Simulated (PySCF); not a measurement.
# C5H6F2O2: the cost of one run

Computed with PySCF 2.14.0, with density-fitted response routines of our own, on a single molecule, in the gas phase or a continuum. Atoms count from 0, in the outputs and in this text.

**1. Starting geometry**

15 atoms, charge 0, multiplicity 1; geometry from: GFN2-xTB. The atoms were then displaced at random by about 0.01 Å, so the start is not that level's minimum.

Bonds of the start (Å): F0–C1 1.35, C1–O2 1.39, O2–C3 1.38, C3–C4 1.53, C4–C5 1.54, C5–O6 1.42, O6–C7 1.40, C7–F8 1.36, C4–C1 1.53, C7–C4 1.52, C1–H9 1.11, C3–H10 1.11, C3–H11 1.09, C5–H12 1.10, C5–H13 1.09, C7–H14 1.07.

**2. Geometry optimisation at PBE0-D3(BJ)/def2-SVP**

The job: settings as JSON, then the geometry in Å.

```
{"job": {"xc": "PBE0", "basis": "def2-SVP", "d3": "d3bj", "grid": 1, "shake": 0.01, "kind": "geom"}, "charge": 0, "multiplicity": 1}
F      1.774430     1.383570    -0.812350
C      1.472460     0.387710     0.051850
O      1.863910    -0.849710    -0.443840
C      0.568410    -1.329080    -0.539630
C      0.002170    -0.027280     0.036110
C     -0.917920     0.090970     1.261370
O     -1.804030     0.926670     0.530960
C     -1.057180     0.823610    -0.652550
F     -1.750400     0.123390    -1.586920
H      1.937070     0.668030     1.020740
H      0.369650    -2.219820     0.091070
H      0.248690    -1.526070    -1.563120
H     -1.418330    -0.839670     1.556820
H     -0.513280     0.604710     2.138290
H     -0.790980     1.765590    -1.096040
```

Run with:

```
OMP_NUM_THREADS=1 python probes_run.py task.json out
```

This one command runs all jobs of the session in turn.

Q: Estimate the wall time and peak memory of this first job on 1 thread of Intel Xeon at 2.70GHz, shared host.

About 2.2 min, with a peak of 0.66 GiB.
